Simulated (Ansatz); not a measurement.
**WC: an energy map of one atom**

This session takes WC and sets out to map the energy of atom 2 (C) over a plane.

Method: DFT PBEsol, scalar-relativistic, plane waves, PAW, in Ansatz 0.2.0.

## (1) The structure to begin with

It takes space group P-6m2 (No. 187, hexagonal). The conventional cell has a = 2.901 Å, b = 2.901 Å, c = 2.829 Å, α = 90.00°, β = 90.00°, γ = 120.00°. W (site symmetry -6m2) has 6 C at 2.19 Å in its first shell of neighbours. C (site symmetry -6m2) has 6 W at 2.19 Å in its first shell of neighbours.

Coordinates:

```cif
data_structure
_symmetry_space_group_name_H-M 'P-6m2'
_symmetry_Int_Tables_number 187
_cell_length_a 2.9005
_cell_length_b 2.9005
_cell_length_c 2.8290
_cell_angle_alpha 90.000
_cell_angle_beta 90.000
_cell_angle_gamma 120.000
_cell_volume 20.61
loop_
_atom_site_label
_atom_site_type_symbol
_atom_site_symmetry_multiplicity
_atom_site_Wyckoff_symbol
_atom_site_fract_x
_atom_site_fract_y
_atom_site_fract_z
_atom_site_occupancy
W1 W 1 a 0.00000 0.00000 0.00000 1
C1 C 1 f 0.66667 0.33333 0.50000 1
```

No relaxation comes first: the listed cell is the starting point.

## (2) The reference: the undisturbed cell on the scan's mesh

File input.yaml:

```yaml
crystal:
  lattice:
    - [2.900501436, 0.0, 0.0]
    - [-1.450250718, 2.5119079273, 0.0]
    - [0.0, 0.0, 2.829]
  atoms:
    - { symbol: W, position: [0.0, 0.0, 0.0] }
    - { symbol: C, position: [0.6666666667, 0.3333333333, 0.5] }
basis:
  ecutwfc: 420
kpoints:
  mp_grid: { grid: [18, 18, 16] }
hamiltonian:
  xc: pbesol
scf:
  occupations: { method: gaussian, width: 0.15 }
output:
  forces: true
  stress: true
  eigenvalues: true
```

Command:

```console
> ansatz run input.yaml --threads 1 --pin off --max-ram 2560MiB --backend cpu --events-out ev --progress --plain --runs-dir out
```

## (3) Next: an energy map of one atom

Atom 2 (C) is moved by p along (1.000, 0.000, 0.000) and q along (0.000, 0.000, 1.000) (Å), all else fixed; its images in the other cells move with it. Points alike by symmetry are run once.

## (4) At p = -0.300, q = -0.300

Changes to input.yaml since step 2:

```diff
@@ -7,3 +7,3 @@
     - { symbol: W, position: [0.0, 0.0, 0.0] }
-    - { symbol: C, position: [0.6666666667, 0.3333333333, 0.5] }
+    - { symbol: C, position: [0.5632362748, 0.3333333333, 0.3939554613] }
 basis:
```

## (5) At p = -0.300, q = 0.000

Changes to input.yaml since step 4:

```diff
@@ -7,3 +7,3 @@
     - { symbol: W, position: [0.0, 0.0, 0.0] }
-    - { symbol: C, position: [0.5632362748, 0.3333333333, 0.3939554613] }
+    - { symbol: C, position: [0.5632362748, 0.3333333333, 0.5] }
 basis:
```

## (6) p = 0.000, q = -0.300

Changes to input.yaml since step 5:

```diff
@@ -7,3 +7,3 @@
     - { symbol: W, position: [0.0, 0.0, 0.0] }
-    - { symbol: C, position: [0.5632362748, 0.3333333333, 0.5] }
+    - { symbol: C, position: [0.6666666667, 0.3333333333, 0.3939554613] }
 basis:
@@ -20 +20,5 @@
   eigenvalues: true
+  write_density: true
+  write_potential: true
+  elf: true
+  volumetric_format: npy
```

## (7) p = -0.300, q = -0.150

Changes to input.yaml since step 6:

```diff
@@ -7,3 +7,3 @@
     - { symbol: W, position: [0.0, 0.0, 0.0] }
-    - { symbol: C, position: [0.6666666667, 0.3333333333, 0.3939554613] }
+    - { symbol: C, position: [0.5632362748, 0.3333333333, 0.4469777306] }
 basis:
@@ -20,5 +20 @@
   eigenvalues: true
-  write_density: true
-  write_potential: true
-  elf: true
-  volumetric_format: npy
```

## (8) At p = -0.150, q = -0.300

Changes to input.yaml since step 7:

```diff
@@ -7,3 +7,3 @@
     - { symbol: W, position: [0.0, 0.0, 0.0] }
-    - { symbol: C, position: [0.5632362748, 0.3333333333, 0.4469777306] }
+    - { symbol: C, position: [0.6149514708, 0.3333333333, 0.3939554613] }
 basis:
```

## (9) At p = -0.150, q = 0.000

Changes to input.yaml since step 8:

```diff
@@ -7,3 +7,3 @@
     - { symbol: W, position: [0.0, 0.0, 0.0] }
-    - { symbol: C, position: [0.6149514708, 0.3333333333, 0.3939554613] }
+    - { symbol: C, position: [0.6149514708, 0.3333333333, 0.5] }
 basis:
@@ -20 +20,5 @@
   eigenvalues: true
+  write_density: true
+  write_potential: true
+  elf: true
+  volumetric_format: npy
```

## (10) p = 0.000, q = -0.150

Changes to input.yaml since step 9:

```diff
@@ -7,3 +7,3 @@
     - { symbol: W, position: [0.0, 0.0, 0.0] }
-    - { symbol: C, position: [0.6149514708, 0.3333333333, 0.5] }
+    - { symbol: C, position: [0.6666666667, 0.3333333333, 0.4469777306] }
 basis:
@@ -20,5 +20 @@
   eigenvalues: true
-  write_density: true
-  write_potential: true
-  elf: true
-  volumetric_format: npy
```

## (11) At p = -0.150, q = -0.150

Changes to input.yaml since step 10:

```diff
@@ -7,3 +7,3 @@
     - { symbol: W, position: [0.0, 0.0, 0.0] }
-    - { symbol: C, position: [0.6666666667, 0.3333333333, 0.4469777306] }
+    - { symbol: C, position: [0.6149514708, 0.3333333333, 0.4469777306] }
 basis:
```

(Steps that only read results are left out.)

Before running it: what results should come out? Wanted: highest point; lowest point away from the origin.

**Answer**, as computed:

| quantity | value |
| --- | --- |
| highest point | 1.577 eV/cell at (p, q) = (-0.300, -0.300) |
| lowest point away from the origin | 0.164 eV/cell at (0.000, -0.150) |

What this shows: No computed point lies below the origin. Read as harmonic, the points at ±0.150 Å give force constants of 15.78 eV/Å² along p and 14.62 eV/Å² along q, so the site is nearly isotropic in this plane. Spin-orbit coupling is left out for W.
